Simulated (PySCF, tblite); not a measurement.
**C₆H₁₅OPSi: geometry, infrared bands and NMR shifts**

Aim: predict the infrared bands and NMR shifts of C₆H₁₅OPSi (`CC(=O)CP(C)[SiH](C)C`).

Computed with tblite 0.8.0 and PySCF 2.14.0, with density-fitted response routines of our own, on a single molecule in the gas phase. Atoms count from 0, in the outputs and in this text.

## Step 1: The molecule as given

24 atoms, charge 0, multiplicity 1; geometry from: force field or distance geometry start.

Bonds of the start (Å): C0–C1 1.52, C1–O2 1.21, C1–C3 1.51, C3–P4 1.85, P4–C5 1.83, P4–Si6 2.24, Si6–C7 1.84, Si6–C8 1.84, C0–H9 1.08, C0–H10 1.09, C0–H11 1.09, C3–H12 1.11, C3–H13 1.09, C5–H14 1.10, C5–H15 1.10, C5–H16 1.09, Si6–H17 1.49, C7–H18 1.09, C7–H19 1.09, C7–H20 1.09, C8–H21 1.10, C8–H22 1.10, C8–H23 1.10.

## Step 2: Relaxing the molecule with GFN2-xTB

What the job is given:

```
{"job": {"kind": "relax", "xc": "GFN2-xTB", "basis": "xTB"}, "charge": 0, "multiplicity": 1}
C      2.749100     1.476300     0.544000
C      1.251100     1.447700     0.788100
O      0.547900     2.408600     0.546700
C      0.672700     0.159700     1.336300
P      0.523900    -1.309000     0.218600
C     -0.467600    -2.427200     1.274200
Si    -1.033300    -0.608600    -1.236600
C     -0.227300     0.457400    -2.507800
C     -2.415600     0.231000    -0.359300
H      2.989400     0.809900    -0.276900
H      3.039200     2.495500     0.281500
H      3.272300     1.178300     1.451500
H      1.293200    -0.142100     2.206600
H     -0.301200     0.392700     1.774000
H      0.146500    -2.767800     2.115900
H     -1.349800    -1.937300     1.709000
H     -0.789000    -3.305100     0.720600
H     -1.545100    -1.852900    -1.875000
H      0.591000    -0.066200    -3.000700
H     -0.947400     0.740000    -3.280200
H      0.163600     1.381300    -2.076800
H     -2.091200     1.156600     0.132800
H     -2.865200    -0.400600     0.414400
H     -3.218900     0.501700    -1.065400
```

Command:

```
OMP_NUM_THREADS=1 python probes_run.py task.json out
```

One launch serves the whole session: the jobs run in the order shown.

**Question.** This job is followed by: GFN2-xTB harmonic vibrations, gas phase; GIAO PBE0/pcSseg-1 NMR shielding, non-relativistic, gas phase. What will the session give for the following? strongest single infrared mode (GFN2-xTB); zero-point energy (GFN2-xTB); ¹³C shifts against TMS (PBE0/pcSseg-1, means over atoms taken as alike); ¹H shifts against TMS (PBE0/pcSseg-1, means over atoms taken as alike); ¹⁷O shifts against H2O (PBE0/pcSseg-1); ³¹P shifts against H3PO4 (PBE0/pcSseg-1); ²⁹Si shifts against TMS (PBE0/pcSseg-1); surface potential, 1st and 99th percentile.

The runs gave:

| quantity | value |
| --- | --- |
| strongest single infrared mode (GFN2-xTB) | 2127 cm⁻¹, 304 km/mol |
| zero-point energy (GFN2-xTB) | 121.3 kcal/mol |
| ¹³C shifts against TMS (PBE0/pcSseg-1, means over atoms taken as alike) | 213.1, 45.7, 32.2, 10.4, -5.9 ppm |
| ¹H shifts against TMS (PBE0/pcSseg-1, means over atoms taken as alike) | 4.31, 2.72, 2.33, 1.22, 0.28 ppm |
| ¹⁷O shifts against H2O (PBE0/pcSseg-1) | 666.1 ppm |
| ³¹P shifts against H3PO4 (PBE0/pcSseg-1) | -112.6 ppm |
| ²⁹Si shifts against TMS (PBE0/pcSseg-1) | -13.9 ppm |
| surface potential, 1st and 99th percentile | -1.51 V and 1.03 V |

In words: The optimisation took 103 steps and gained 0.270 eV; among the close pairs (by a distance rule), Si6–C8 changed most, from 1.840 to 1.907 Å. No mode is imaginary among the 66: a minimum at this level. The strongest single mode, at 2127 cm⁻¹, moves mainly H17. Unscaled tight-binding wavenumbers are off by several per cent, some by more. Its intensities can rank the bands wrongly. The most deshielded carbon is C1 (ketone carbonyl carbon), at 213.1 ppm: low-lying n→π* states of the double bond to the heteroatom give a large paramagnetic term (-278 ppm). At PBE0/pcSseg-1: The largest span, 1222 ppm, is at O2, where the paramagnetic term is -734 ppm. By nearest atom (PBE0/pcSseg-1), the HOMO sits on P4 61 %; Si6 10 % and the LUMO on C1 42 %; O2 28 %.
